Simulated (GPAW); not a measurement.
# MnPt2 (P-3m1) in GPAW: equation of state

How stiff is MnPt2 in PBEsol, and what volume does it want? The cell is scaled to several volumes.

Everything below comes from runs of GPAW 26.7.0. Logs are shortened: lines on timing, memory, paths and dates and some standing lists are left out, and cuts for length are marked. The log counts tension as positive stress, the text compression.

### Step 1. Starting point

The structure is trigonal, space group P-3m1 (No. 164). Conventional cell: a = 2.858 Å, b = 2.858 Å, c = 6.533 Å, α = 90.00°, β = 90.00°, γ = 120.00°. Pt (site symmetry 3m) is surrounded by 3 Mn at 2.64 Å and 9 Pt at 2.86 to 2.91 Å. Mn (site symmetry -3m) is surrounded by 6 Pt at 2.64 Å and 6 Mn at 2.86 Å.

The cell comes from a database or a generator and needn't be the stable form of this composition.

### Step 2. Equation of state, PBEsol, collinear spin, ferromagnetic start

run.py reads:

```python
from ase import Atoms
from ase.eos import EquationOfState
from ase.io import Trajectory
from ase.units import GPa
from ase.parallel import parprint
from gpaw import GPAW, PW, setup_paths

setup_paths.insert(0, '.')

atoms = Atoms(['Pt', 'Pt', 'Mn'],
              cell=[[2.8584044518, 0.0, 0.0],
                    [-1.4292022259, 2.4754508696, 0.0],
                    [0.0, 0.0, 6.532504]],
              scaled_positions=[[0.6666666667, 0.3333333333, 0.316206],
                                [0.3333333333, 0.6666666667, 0.683794],
                                [0.0, 0.0, 0.0]],
              pbc=True)
atoms.set_initial_magnetic_moments([0.0, 0.0, 4.0])

traj = Trajectory('eos.traj', 'w')
volumes, energies = [], []
for x in [0.94, 0.96, 0.98, 1.0, 1.02, 1.04, 1.06]:
    a = atoms.copy()
    a.set_cell(atoms.cell * x**(1 / 3), scale_atoms=True)
    calc = GPAW(mode=PW(600),
                xc='PBEsol',
                kpts={'size': (11, 11, 4), 'gamma': True},
                occupations={'name': 'fermi-dirac', 'width': 0.05},
                nbands=41,
                convergence={'density': 1e-05, 'energy': 1e-05},
                maxiter=150,
                txt=f'eos-{x:.2f}.txt')
    a.calc = calc
    energies.append(a.get_potential_energy(force_consistent=True))
    volumes.append(a.get_volume())
    p = -a.get_stress()[:3].mean() / GPa
    calc.write(f'eos-{x:.2f}.gpw')
    traj.write(a)
    parprint(f'{x:.2f} {volumes[-1]:10.4f} A^3 {energies[-1]:14.6f} eV {p:9.3f} GPa', flush=True)

v0, e0, B = EquationOfState(volumes, energies, eos='birchmurnaghan').fit()
parprint(f'V0 = {v0:.4f} A^3, E0 = {e0:.6f} eV, B0 = {B / GPa:.2f} GPa')
```

Potentials or basis: PAW data sets generated in the run's folder for this functional, pw.

Started as:

```sh
$ gpaw-setup -f PBEsol Mn Pt
$ OMP_NUM_THREADS=1 mpirun -n 4 gpaw python run.py
```

The log of the run:

```text
__  _  _
 | _ |_)|_||  |
 |__||  | ||/\| - 26.7.0

Input parameters:
  mode=PW(ecut=600.0),
  convergence={'density': 1e-05, 'energy': 1e-05},
  kpts=MonkhorstPack(size=(11, 11, 4), gamma=True),
  maxiter=150,
  nbands=41,
  occupations=Occupations(name='fermi-dirac', width=0.05),
  xc=XC(name='PBEsol')

Diagonalizing LCAO Hamiltonian
Converting LCAO to pw mode

        Pt

           Pt

       Mn

Atoms  # Å, Bohr magnetons
|   | symbol |         x |        y |        z |    initial magnetic moments |
|---|--------|-----------|----------|----------|-----------------------------|
| 0 |     Pt |  1.400027 | 0.808306 | 2.023450 | ( 0.0000,  0.0000,  0.0000) |
| 1 |     Pt | -0.000000 | 1.616612 | 4.375700 | ( 0.0000,  0.0000,  0.0000) |
| 2 |     Mn |  0.000000 | 0.000000 | 0.000000 | ( 0.0000,  0.0000,  4.0000) |

Unit cell  # Å
| periodic |         x |        y |        z |  lengths |     angles |
|----------|-----------|----------|----------|----------|------------|
|      yes |  2.800053 | 0.000000 | 0.000000 | 2.800053 |  90.000000 |
|      yes | -1.400027 | 2.424917 | 0.000000 | 2.800053 |  90.000000 |
|      yes |  0.000000 | 0.000000 | 6.399150 | 6.399150 | 120.000000 |

Number of symmetries: 12
Symmetry operations  # r_c * U_cc + t_c -> r_c
|    | kind |            matrix            |
|----|------|------------------------------|
|  0 |  σ   |  1, 1, 0,  0,-1, 0,  0, 0, 1 |
|  1 |  S6  |  1, 1, 0, -1, 0, 0,  0, 0,-1 |
|  2 |  E   |  1, 0, 0,  0, 1, 0,  0, 0, 1 |
|  3 |  C2  |  1, 0, 0, -1,-1, 0,  0, 0,-1 |
|  4 |  C2  |  0, 1, 0,  1, 0, 0,  0, 0,-1 |
|  5 |  C3  |  0, 1, 0, -1,-1, 0,  0, 0, 1 |
|  6 |  S6  |  0,-1, 0,  1, 1, 0,  0, 0,-1 |
|  7 |  σ   |  0,-1, 0, -1, 0, 0,  0, 0, 1 |
|  8 |  σ   | -1, 0, 0,  1, 1, 0,  0, 0, 1 |
|  9 |  i   | -1, 0, 0,  0,-1, 0,  0, 0,-1 |
| 10 |  C3  | -1,-1, 0,  1, 0, 0,  0, 0, 1 |
| 11 |  C2  | -1,-1, 0,  0, 1, 0,  0, 0,-1 |

BZ-sampling:
  Number of BZ points: 484
  Number of IBZ points: 58

  Monkhorst-Pack size: [11, 11, 4]
  Monkhorst-Pack shift: [0.0, 0.0, 0.125]

K-points  # in reciprocal-cell coordinates
|     |                                coordinates |     weight |
|-----|--------------------------------------------|------------|
|   0 | (  0.00000000,   0.00000000,   0.00000000) | 0.00206612 |
|   1 | (  0.00000000,   0.00000000,   0.25000000) | 0.00413223 |
|   2 | (  0.00000000,   0.00000000,   0.50000000) | 0.00206612 |
|   3 | (  0.09090909,   0.00000000,  -0.25000000) | 0.01239669 |
|   4 | (  0.09090909,   0.00000000,   0.00000000) | 0.01239669 |
|   5 | (  0.09090909,   0.00000000,   0.25000000) | 0.01239669 |
|   6 | (  0.09090909,   0.00000000,   0.50000000) | 0.01239669 |
|   7 | (  0.18181818,  -0.09090909,   0.00000000) | 0.01239669 |
|   8 | (  0.18181818,  -0.09090909,   0.25000000) | 0.02479339 |
|   9 | (  0.18181818,  -0.09090909,   0.50000000) | 0.01239669 |
| ... |                                            |            |
|  57 | (  0.45454545,   0.45454545,   0.50000000) | 0.01239669 |

Plane wave coefficients: 1502
Cutoff: 600.0 eV

Spin-components: 2 (collinear spins)
Bands:           41
Projectors:      18
Spin-degeneracy: 1
Datatype:        complex128

Parallelization:
  kpt:    4
  domain: 1
  band:   1

Density:
  Valence electrons: 47.0
  Components: 2
  Grid points: [16 16 40]
  Charge: 0.0  # |e|

Potential:
  Grid points: [16 16 40]

species:
  Pt:
    name:    Platinum
    Z:       78.0
    valence: 16
    core:    62
    charge:  0.0  # [|e|]
    compensation charges:
      type: gauss
      rc: 0.41  # [Å]
      lmax: 2
    cutoffs:
      filter: 2.26  # [Å]
      core: 2.26  # [Å]
    projectors
    | kind |    occ | energy [eV] | rcut [Å] |
    |------|--------|-------------|----------|
    |   6s |  1.000 |      -5.666 |    1.307 |
    |   5p |  6.000 |     -56.073 |    1.371 |
    |   6p |  0.000 |      -0.783 |    1.371 |
    |   5d |  9.000 |      -6.179 |    1.307 |
    |    s |        |      21.545 |    1.307 |
    |    d |        |      21.032 |    1.307 |

    Using partial waves for Pt as LCAO basis

  Mn:
    name:    Manganese
    Z:       25.0
    valence: 15
    core:    10
    charge:  0.0  # [|e|]
    compensation charges:
      type: gauss
      rc: 0.38  # [Å]
      lmax: 2
    cutoffs:
      filter: 2.14  # [Å]
      core: 0.86  # [Å]
    projectors
    | kind |    occ | energy [eV] | rcut [Å] |
    |------|--------|-------------|----------|
    |   3s |  2.000 |     -85.624 |    1.275 |
    |   4s |  2.000 |      -5.124 |    1.275 |
    |   3p |  6.000 |     -54.486 |    1.281 |
    |   4p |  0.000 |      -1.348 |    1.281 |
    |   3d |  5.000 |      -6.794 |    1.138 |
    |    d |        |      20.417 |    1.138 |

    Using partial waves for Mn as LCAO basis

Reference energy: -1031954.494681  # eV

eigensolver:
  PPCG
  Converge bands: occupied
  niter=2

density mixing:
  MSR1-Mixer
  Pratt-step length: 0.05
  Maximum mixing coefficient: 0.75
  Old densities: 10
  SVD Regularization: 0.005
  Good broyden scale: 1.0
  Trust region scale: 1.0
  Backstep threshold: 4.0
  History deletion threshold: 6.0
  Fourier metric: weight=20.0, sigma=0.015

occupation numbers:
  Fermi-Dirac:
    width: 0.0500  # eV

poisson solver:
  ecut: 4800.0  # eV

xc functional:
  name: PBEsol with 2 nearest neighbor stencil

convergence criteria:
- Maximum integral of absolute [dens]ity change: 1e-05 electrons / valence electron
- Maximum [total energy] change in last 3 cyles: 1e-05 eV / valence electron
- Maximum integral of absolute [eigenst]ate change: 4e-08 eV^2 / valence electron
maximum number of iterations: 150

SCF iterations
|iter     | |      energy | eigst |  dens |  magmom |
|---------|-|-------------|-------|-------|---------|
|iter:   1| |  -29.837713 | +0.45 |       |  +4.0029|
|iter:   2| |  -25.998628 | -1.49 | -0.75 |  +3.9160|
|iter:   3| |  -25.759073 | -3.20 | -1.18 |  +3.9039|
|iter:   4| |  -25.394850 | -2.74 | -1.26 |  +3.8838|
|iter:   5| |  -25.297054 | -2.79 | -1.48 |  +3.8918|
|iter:   6| |  -25.297033 | -3.65 | -1.76 |  +3.9422|
|iter:   7| |  -25.303187 | -3.47 | -1.95 |  +4.0052|
|iter:   8| |  -25.306728 | -3.88 | -2.32 |  +4.0469|
|iter:   9| |  -25.307236 | -4.74 | -2.75 |  +4.0687|
|iter:  10| |  -25.307220 | -6.37 | -3.32 |  +4.0714|
|iter:  11| |  -25.307217c| -6.70 | -3.69 |  +4.0717|
|iter:  12| |  -25.307219c| -7.78c| -4.21 |  +4.0718|
|iter:  13| |  -25.307218c| -8.06c| -4.58 |  +4.0716|
|iter:  14| |  -25.307218c| -8.85c| -5.10c|  +4.0716|

Converged in 14 steps
Energy contributions relative to reference atoms: (reference = -1031954.494681)

Energy contributions:
  Kinetic:          -7.661005
  Coulomb:           5.372577
  Zero:             -0.961304
  External:          0.000000
  Xc:              -22.044350
  Entropy:          -0.026272
  Spinorbit:         0.000000
  ----------------------------
  Free energy:     -25.320354
  Extrapolated:    -25.307218

dipole moment: (-3.157187, -5.468409, -14.430666)  # |e|*Ang

Total magnetic moment: (0.000000, 0.000000, 4.071553)

Local magnetic moments
|        x |        y |        z |
|----------|----------|----------|
| 0.000000 | 0.000000 | 0.251718 |  # Pt   0
| 0.000000 | 0.000000 | 0.251718 |  # Pt   1
| 0.000000 | 0.000000 | 3.361892 |  # Mn   2

Fermi level: 11.027
Eigenvalues  # (at kpt = [0.000, 0.000, 0.000])
| band index |      eig [eV] | occ [0-1] |      eig [eV] | occ [0-1] |
|------------|---------------|-----------|---------------|-----------|
|          0 |       -69.487 |     1.000 |       -65.763 |     1.000 |
|        ... |               |           |               |           |
|         18 |         7.983 |     1.000 |         8.477 |     1.000 |
|         19 |         7.983 |     1.000 |         8.916 |     1.000 |
|         20 |         8.228 |     1.000 |         8.916 |     1.000 |
|         21 |         8.881 |     1.000 |         9.991 |     1.000 |
|         22 |         9.549 |     1.000 |         9.991 |     1.000 |
|         23 |         9.549 |     1.000 |        11.475 |     0.000 |
|         24 |         9.852 |     1.000 |        12.247 |     0.000 |
|         25 |         9.852 |     1.000 |        12.247 |     0.000 |
|         26 |        10.364 |     1.000 |        13.152 |     0.000 |
|         27 |        10.364 |     1.000 |        13.153 |     0.000 |
|         28 |        21.583 |     0.000 |        21.917 |     0.000 |
|         29 |        22.785 |     0.000 |        23.709 |     0.000 |
|         30 |        26.337 |     0.000 |        26.485 |     0.000 |
|         31 |        26.378 |     0.000 |        26.602 |     0.000 |
|         32 |        28.573 |     0.000 |        28.837 |     0.000 |
|        ... |               |           |               |           |
|         40 |        34.136 |     0.000 |        34.992 |     0.000 |

No gap
No difference between direct/indirect transitions

Stress tensor  # eV/Ang^3
|         x |         y |         z |
|-----------|-----------|-----------|
|  0.000548 | -0.000000 |  0.000000 |
| -0.000000 |  0.000548 | -0.000000 |
|  0.000000 |  0.000000 | -0.035021 |

# Writing to eos-0.94.gpw (mode='')
```

It took 7.3 min on 4 MPI ranks of Intel Xeon Platinum 8259CL at 2.50GHz (Skylake/Cascade Lake), shared host; peak memory 0.41 GiB.

Results:

| Quantity | Value |
| --- | --- |
| Equilibrium volume | 14.62 Å³/atom |
| Bulk modulus at fixed shape and positions | 184 GPa |
| Pressure derivative of the bulk modulus | 3.3 |

Energy against volume, from the lowest point:
```csv
volume (Å³/atom),energy (meV/atom)
14.483,0.00
14.791,0.37
15.099,7.91
15.408,21.84
15.716,41.71
16.024,67.02
16.332,97.22
```

Caveat: the cell was scaled at fixed shape and fractional positions, which overstates the stiffness of a crystal with free parameters, most of all of layers and chains.
